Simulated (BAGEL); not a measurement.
# One shape, several levels: doublet [GaNH4F2]+

Aim: a comparison of 4 runs (UHF/STO-3G, UHF/3-21G, ROHF/6-31G*, UHF/6-31G*) of doublet [GaNH4F2]+. 

Program for the calculation: BAGEL 1.2.2.

24 further runs of the same task are left out: 24 set aside as unsound or not needed.

## (1) The system as given

[GaNH4F2]+ has 8 atoms, charge +1, and is taken as a doublet. As SMILES of the parent species, `[NH3+][GaH-]([F])[F]`. The shape comes from GFN2-xTB, which is rough for such elements, and wasn't checked as a minimum. That shape belongs to the parent species and isn't relaxed for this state.

Bond lengths: N1–Ga2 2.155 Å, Ga2–F3 1.752 Å, Ga2–F4 1.752 Å, N1–H5 1.023 Å, N1–H6 1.018 Å, N1–H7 1.018 Å, Ga2–H8 1.495 Å. Some angles: N1–Ga2–F3 90.2°, N1–Ga2–F4 90.5°, F3–Ga2–F4 115.2°, N1–Ga2–H8 118.7°, F3–Ga2–H8 117.9°, F4–Ga2–H8 117.8°, Ga2–N1–H5 96.7°, Ga2–N1–H6 117.0°, Ga2–N1–H7 116.6°, H5–N1–H6 107.8°.

## (2) A single-point energy at UHF/STO-3G (density fitting with qzvpp-jkfit) (run 1)

Input file hf.json:

```json
{ "bagel" : [

{
  "title" : "molecule",
  "basis" : "sto-3g",
  "df_basis" : "qzvpp-jkfit",
  "angstrom" : true,
  "geometry" : [
    { "atom" : "N", "xyz" : [      -0.247870,       1.006730,      -0.136760 ] },
    { "atom" : "Ga", "xyz" : [       0.124070,      -1.068200,       0.312930 ] },
    { "atom" : "F", "xyz" : [       1.833800,      -0.731100,       0.489690 ] },
    { "atom" : "F", "xyz" : [      -0.383420,      -1.524130,      -1.300430 ] },
    { "atom" : "H", "xyz" : [       0.394300,       1.074360,      -0.930430 ] },
    { "atom" : "H", "xyz" : [      -1.179670,       1.247170,      -0.468360 ] },
    { "atom" : "H", "xyz" : [       0.047610,       1.684870,       0.562660 ] },
    { "atom" : "H", "xyz" : [      -0.588810,      -1.689690,       1.470710 ] }
  ]
},

{
  "title" : "uhf",
  "charge" : 1,
  "nopen" : 1
},

{
  "title" : "print",
  "file" : "orbitals.molden",
  "orbitals" : true
}

]}
```

Command:

```
$ BAGEL_NUM_THREADS=1 BAGEL hf.json > hf.out
```

Standard output:

```text
* using 1 threads per process

  ===============================================================
  ===============================================================

  *** Geometry ***

  { "atom" : "N", "xyz" : [     -0.468406,      1.902444,     -0.258439 ] },
  { "atom" : "Ga", "xyz" : [      0.234458,     -2.018605,      0.591352 ] },
  { "atom" : "F", "xyz" : [      3.465380,     -1.381579,      0.925380 ] },
  { "atom" : "F", "xyz" : [     -0.724559,     -2.880188,     -2.457457 ] },
  { "atom" : "H", "xyz" : [      0.745119,      2.030246,     -1.758258 ] },
  { "atom" : "H", "xyz" : [     -2.229253,      2.356810,     -0.885072 ] },
  { "atom" : "H", "xyz" : [      0.089970,      3.183943,      1.063273 ] },
  { "atom" : "H", "xyz" : [     -1.112690,     -3.193051,      2.779239 ] },

  Number of auxiliary basis functions:      569

  Since a DF basis is specified, we compute 2- and 3-index integrals:
    o Being stored without compression. Storage requirement is 0.006 GB

  Number of basis functions:       37
  Number of electrons      :       60

    * METHOD: MOLECULE                             0.27

  *** Open-shell HF ***

  === Nuclear Repulsion ===
   315.7951339365

      * DIIS with orbital gradients will be used.

  === UHF iteration (sto-3g) ===
      0      -2152.70701863          0.04320874           0.10
      1      -2152.93758502          0.01255359           0.09
      2      -2152.96061992          0.00483288           0.09
      3      -2152.96416912          0.00179340           0.09
      4      -2152.96546920          0.00053818           0.09
      5      -2152.96556162          0.00025904           0.09
      6      -2152.96559406          0.00021669           0.09
      7      -2152.96561189          0.00021292           0.08
      8      -2152.96563833          0.00021038           0.08
      9      -2152.96578468          0.00019809           0.09
     10      -2152.96623967          0.00020044           0.10
     11      -2152.96621971          0.00018140           0.09
     12      -2152.96643791          0.00018414           0.09
     13      -2152.96660569          0.00009758           0.09
     14      -2152.96675973          0.00020623           0.09
     15      -2152.96677125          0.00013259           0.10
[... 41 lines of this table left out ...]
     57      -2152.96680518          0.00000004           0.09
     58      -2152.96680518          0.00000004           0.08
     59      -2152.96680518          0.00000004           0.08
     60      -2152.96680518          0.00000003           0.08
     61      -2152.96680518          0.00000003           0.08
     62      -2152.96680518          0.00000002           0.09
     63      -2152.96680518          0.00000001           0.09
     64      -2152.96680518          0.00000001           0.09
    * SCF iteration converged.

    * S^2 (UHF) is 0.7507

    * Permanent dipole moment:
           (    0.856710,    -1.799381,    -0.276614) a.u.

    * METHOD: UHF                                  5.71

    * METHOD: PRINT                                0.01

  ===============================================================
```

Run time: 6.6 s. Hardware: 1 thread of AMD EPYC 7R43 (Zen 3), shared host; peak memory 0.081 GiB.

## (3) The energy at UHF/3-21G (density fitting with qzvpp-jkfit) (run 2)

Input file input.json:

```json
{ "bagel": [

{
  "title": "molecule",
  "basis": "3-21g",
  "df_basis": "qzvpp-jkfit",
  "angstrom": "true",
  "geometry": [
    { "atom": "N", "xyz": [   -0.247870,    1.006730,   -0.136760 ] },
    { "atom": "Ga", "xyz": [    0.124070,   -1.068200,    0.312930 ] },
    { "atom": "F", "xyz": [    1.833800,   -0.731100,    0.489690 ] },
    { "atom": "F", "xyz": [   -0.383420,   -1.524130,   -1.300430 ] },
    { "atom": "H", "xyz": [    0.394300,    1.074360,   -0.930430 ] },
    { "atom": "H", "xyz": [   -1.179670,    1.247170,   -0.468360 ] },
    { "atom": "H", "xyz": [    0.047610,    1.684870,    0.562660 ] },
    { "atom": "H", "xyz": [   -0.588810,   -1.689690,    1.470710 ] }
  ]
},
{ "title": "uhf", "charge": 1, "nopen": 1 },
{ "title": "print", "file": "orbitals.molden", "orbitals": "true" }

]}
```

Command:

```
$ BAGEL_NUM_THREADS=1 BAGEL input.json > input.out
```

Standard output:

```text
* using 1 threads per process

  ===============================================================
  ===============================================================

  *** Geometry ***

  { "atom" : "N", "xyz" : [     -0.468406,      1.902444,     -0.258439 ] },
  { "atom" : "Ga", "xyz" : [      0.234458,     -2.018605,      0.591352 ] },
  { "atom" : "F", "xyz" : [      3.465380,     -1.381579,      0.925380 ] },
  { "atom" : "F", "xyz" : [     -0.724559,     -2.880188,     -2.457457 ] },
  { "atom" : "H", "xyz" : [      0.745119,      2.030246,     -1.758258 ] },
  { "atom" : "H", "xyz" : [     -2.229253,      2.356810,     -0.885072 ] },
  { "atom" : "H", "xyz" : [      0.089970,      3.183943,      1.063273 ] },
  { "atom" : "H", "xyz" : [     -1.112690,     -3.193051,      2.779239 ] },

  Number of auxiliary basis functions:      569

  Since a DF basis is specified, we compute 2- and 3-index integrals:
    o Being stored without compression. Storage requirement is 0.015 GB

  Number of basis functions:       57
  Number of electrons      :       60

    * METHOD: MOLECULE                             0.30

  *** Open-shell HF ***

  === Nuclear Repulsion ===
   315.7951339365

      * DIIS with orbital gradients will be used.

  === UHF iteration (3-21g) ===
      0      -2167.57474553          0.05794945           0.15
      1      -2167.74385057          0.04152930           0.15
      2      -2167.80899885          0.02724570           0.16
      3      -2167.85399418          0.00284390           0.13
      4      -2167.85795813          0.00192094           0.13
      5      -2167.86150531          0.00126173           0.13
      6      -2167.86341818          0.00057057           0.13
      7      -2167.86396178          0.00053113           0.13
      8      -2167.86433040          0.00024075           0.13
      9      -2167.86441129          0.00013146           0.14
     10      -2167.86444073          0.00010590           0.18
     11      -2167.86445408          0.00006938           0.14
     12      -2167.86446458          0.00004165           0.14
     13      -2167.86446658          0.00002021           0.15
     14      -2167.86446697          0.00001137           0.14
     15      -2167.86446725          0.00000669           0.13
     16      -2167.86446734          0.00000443           0.13
     17      -2167.86446737          0.00000337           0.13
     18      -2167.86446739          0.00000265           0.13
     19      -2167.86446741          0.00000228           0.13
     20      -2167.86446742          0.00000186           0.13
     21      -2167.86446743          0.00000161           0.14
     22      -2167.86446743          0.00000148           0.15
     23      -2167.86446744          0.00000132           0.14
     24      -2167.86446744          0.00000113           0.14
     25      -2167.86446745          0.00000085           0.14
     26      -2167.86446745          0.00000062           0.15
     27      -2167.86446746          0.00000036           0.14
     28      -2167.86446746          0.00000020           0.13
     29      -2167.86446746          0.00000013           0.14
     30      -2167.86446746          0.00000007           0.14
     31      -2167.86446746          0.00000005           0.14
     32      -2167.86446746          0.00000004           0.15
     33      -2167.86446746          0.00000003           0.13
     34      -2167.86446746          0.00000003           0.14
     35      -2167.86446746          0.00000003           0.14
     36      -2167.86446746          0.00000002           0.14
     37      -2167.86446746          0.00000002           0.14
     38      -2167.86446746          0.00000002           0.14
     39      -2167.86446746          0.00000001           0.14
     40      -2167.86446746          0.00000001           0.13
    * SCF iteration converged.

    * S^2 (UHF) is 0.7832

    * Permanent dipole moment:
           (    1.625112,    -1.223642,    -1.470313) a.u.

    * METHOD: UHF                                  5.93

    * METHOD: PRINT                                0.01

  ===============================================================
```

Run time: 6.9 s. Hardware: 1 thread of AMD EPYC 7R43 (Zen 3), shared host; peak memory 0.11 GiB.

## (4) A single-point energy at ROHF/6-31G(d) (density fitting with qzvpp-jkfit, spherical functions) (run 3)

Input file input.json:

```json
{ "bagel" : [

{
  "title" : "molecule",
  "basis" : "6-31gs.json",
  "df_basis" : "qzvpp-jkfit",
  "angstrom" : true,
  "geometry" : [
    { "atom" : "N", "xyz" : [   -0.247870,    1.006730,   -0.136760 ] },
    { "atom" : "Ga", "xyz" : [    0.124070,   -1.068200,    0.312930 ] },
    { "atom" : "F", "xyz" : [    1.833800,   -0.731100,    0.489690 ] },
    { "atom" : "F", "xyz" : [   -0.383420,   -1.524130,   -1.300430 ] },
    { "atom" : "H", "xyz" : [    0.394300,    1.074360,   -0.930430 ] },
    { "atom" : "H", "xyz" : [   -1.179670,    1.247170,   -0.468360 ] },
    { "atom" : "H", "xyz" : [    0.047610,    1.684870,    0.562660 ] },
    { "atom" : "H", "xyz" : [   -0.588810,   -1.689690,    1.470710 ] }
  ]
},
{ "title" : "rohf", "charge" : 1, "nopen" : 1 },
{ "title" : "print", "file" : "orbitals.molden", "orbitals" : true }

]}
```

The basis set 6-31G* is read from a file made from the Basis Set Exchange's data (not shown).

Command:

```
$ BAGEL_NUM_THREADS=1 BAGEL input.json > input.out
```

Standard output:

```text
* using 1 threads per process

  ===============================================================
  ===============================================================

  *** Geometry ***

  { "atom" : "N", "xyz" : [     -0.468406,      1.902444,     -0.258439 ] },
  { "atom" : "Ga", "xyz" : [      0.234458,     -2.018605,      0.591352 ] },
  { "atom" : "F", "xyz" : [      3.465380,     -1.381579,      0.925380 ] },
  { "atom" : "F", "xyz" : [     -0.724559,     -2.880188,     -2.457457 ] },
  { "atom" : "H", "xyz" : [      0.745119,      2.030246,     -1.758258 ] },
  { "atom" : "H", "xyz" : [     -2.229253,      2.356810,     -0.885072 ] },
  { "atom" : "H", "xyz" : [      0.089970,      3.183943,      1.063273 ] },
  { "atom" : "H", "xyz" : [     -1.112690,     -3.193051,      2.779239 ] },

  Number of auxiliary basis functions:      569

  Since a DF basis is specified, we compute 2- and 3-index integrals:
    o Being stored without compression. Storage requirement is 0.031 GB

  Number of basis functions:       82
  Number of electrons      :       60

    * METHOD: MOLECULE                             0.39

  *** Open-shell HF ***

  === Nuclear Repulsion ===
   315.7951339365

      * DIIS with orbital gradients will be used.

  === ROHF iteration (6-31gs.json) ===
      0      -2177.92627188          0.05009278           0.22
      1      -2178.10167826          0.03931532           0.21
      2      -2178.19381021          0.02904173           0.20
      3      -2178.29564655          0.00239471           0.20
      4      -2178.29811256          0.00161856           0.21
      5      -2178.30035137          0.00086926           0.20
      6      -2178.30129767          0.00024650           0.31
      7      -2178.30172023          0.00009855           0.19
      8      -2178.30175894          0.00005011           0.19
      9      -2178.30175339          0.00001860           0.19
     10      -2178.30175450          0.00000642           0.20
     11      -2178.30175698          0.00000251           0.20
     12      -2178.30175729          0.00000089           0.19
     13      -2178.30175780          0.00000050           0.21
     14      -2178.30175779          0.00000028           0.19
     15      -2178.30175782          0.00000013           0.19
     16      -2178.30175780          0.00000004           0.19
     17      -2178.30175781          0.00000002           0.20
     18      -2178.30175780          0.00000001           0.20
    * SCF iteration converged.

    * S^2 (ROHF) is 0.7500

    * Permanent dipole moment:
           (    1.775068,    -1.143466,    -1.704767) a.u.

    * METHOD: ROHF                                 4.18

    * METHOD: PRINT                                0.02

  ===============================================================
```

Wall time 5.1 s (1 thread of AMD EPYC 7R43 (Zen 3), shared host); peak memory 0.14 GiB.

## (5) A single-point energy at UHF/6-31G(d) (density fitting with qzvpp-jkfit, spherical functions) (run 4)

Input file input.json:

```json
{ "bagel" : [

{
  "title" : "molecule",
  "basis" : "6-31gs.json",
  "df_basis" : "qzvpp-jkfit",
  "angstrom" : true,
  "geometry" : [
    { "atom" : "N", "xyz" : [      -0.247870,       1.006730,      -0.136760 ] },
    { "atom" : "Ga", "xyz" : [       0.124070,      -1.068200,       0.312930 ] },
    { "atom" : "F", "xyz" : [       1.833800,      -0.731100,       0.489690 ] },
    { "atom" : "F", "xyz" : [      -0.383420,      -1.524130,      -1.300430 ] },
    { "atom" : "H", "xyz" : [       0.394300,       1.074360,      -0.930430 ] },
    { "atom" : "H", "xyz" : [      -1.179670,       1.247170,      -0.468360 ] },
    { "atom" : "H", "xyz" : [       0.047610,       1.684870,       0.562660 ] },
    { "atom" : "H", "xyz" : [      -0.588810,      -1.689690,       1.470710 ] }
  ]
},

{ "title" : "uhf", "charge" : 1, "nopen" : 1 },

{ "title" : "print", "file" : "orbitals.molden", "orbitals" : true }

]}
```

The basis set 6-31G* is read from a file made from the Basis Set Exchange's data (not shown).

Command:

```
$ BAGEL_NUM_THREADS=1 BAGEL input.json > input.out
```

Standard output:

```text
* using 1 threads per process

  ===============================================================
  ===============================================================

  *** Geometry ***

  { "atom" : "N", "xyz" : [     -0.468406,      1.902444,     -0.258439 ] },
  { "atom" : "Ga", "xyz" : [      0.234458,     -2.018605,      0.591352 ] },
  { "atom" : "F", "xyz" : [      3.465380,     -1.381579,      0.925380 ] },
  { "atom" : "F", "xyz" : [     -0.724559,     -2.880188,     -2.457457 ] },
  { "atom" : "H", "xyz" : [      0.745119,      2.030246,     -1.758258 ] },
  { "atom" : "H", "xyz" : [     -2.229253,      2.356810,     -0.885072 ] },
  { "atom" : "H", "xyz" : [      0.089970,      3.183943,      1.063273 ] },
  { "atom" : "H", "xyz" : [     -1.112690,     -3.193051,      2.779239 ] },

  Number of auxiliary basis functions:      569

  Since a DF basis is specified, we compute 2- and 3-index integrals:
    o Being stored without compression. Storage requirement is 0.031 GB

  Number of basis functions:       82
  Number of electrons      :       60

    * METHOD: MOLECULE                             0.39

  *** Open-shell HF ***

  === Nuclear Repulsion ===
   315.7951339365

      * DIIS with orbital gradients will be used.

  === UHF iteration (6-31gs.json) ===
      0      -2177.92627188          0.05009278           0.21
      1      -2178.11108513          0.03897197           0.20
      2      -2178.20500124          0.02848188           0.20
      3      -2178.30052395          0.00200466           0.20
      4      -2178.30244504          0.00113818           0.20
      5      -2178.30357547          0.00057866           0.21
      6      -2178.30411012          0.00028063           0.26
      7      -2178.30431848          0.00014525           0.19
      8      -2178.30440560          0.00009908           0.19
      9      -2178.30445340          0.00004541           0.19
     10      -2178.30447005          0.00002974           0.19
     11      -2178.30447474          0.00001909           0.19
     12      -2178.30447663          0.00001186           0.19
     13      -2178.30447717          0.00000511           0.20
     14      -2178.30447732          0.00000321           0.19
     15      -2178.30447741          0.00000213           0.19
     16      -2178.30447745          0.00000105           0.19
     17      -2178.30447745          0.00000061           0.19
     18      -2178.30447745          0.00000035           0.19
     19      -2178.30447745          0.00000031           0.19
     20      -2178.30447745          0.00000022           0.19
     21      -2178.30447745          0.00000012           0.19
     22      -2178.30447745          0.00000007           0.21
     23      -2178.30447745          0.00000004           0.19
     24      -2178.30447745          0.00000003           0.19
     25      -2178.30447745          0.00000001           0.19
     26      -2178.30447745          0.00000001           0.19
    * SCF iteration converged.

    * S^2 (UHF) is 0.7659

    * Permanent dipole moment:
           (    1.716799,    -1.172316,    -1.618496) a.u.

    * METHOD: UHF                                  5.60

    * METHOD: PRINT                                0.02

  ===============================================================
```

Run time: 6.6 s. Hardware: 1 thread of AMD EPYC 7R43 (Zen 3), shared host; peak memory 0.14 GiB.

## (6) Overview of the runs

| run | level | energy (Eh) | ⟨S²⟩ | wall time |
| --- | --- | --- | --- | --- |
| 1 | UHF/STO-3G (density fitting with qzvpp-jkfit) | -2152.966805 | 0.751 | 6.6 s |
| 2 | UHF/3-21G (density fitting with qzvpp-jkfit) | -2167.864467 | 0.783 | 6.9 s |
| 3 | ROHF/6-31G* (density fitting with qzvpp-jkfit, spherical functions) | -2178.301758 | 0.750 | 5.1 s |
| 4 | UHF/6-31G* (density fitting with qzvpp-jkfit, spherical functions) | -2178.304477 | 0.766 | 6.6 s |

## (7) What came out

| quantity | value |
| --- | --- |
| run 4: total energy | -2178.30448 Eh |
| run 4: ⟨S²⟩ | 0.766 |

In run 1 the basis is minimal, so the values are rough. All runs together took 25 s, the longest 6.9 s.
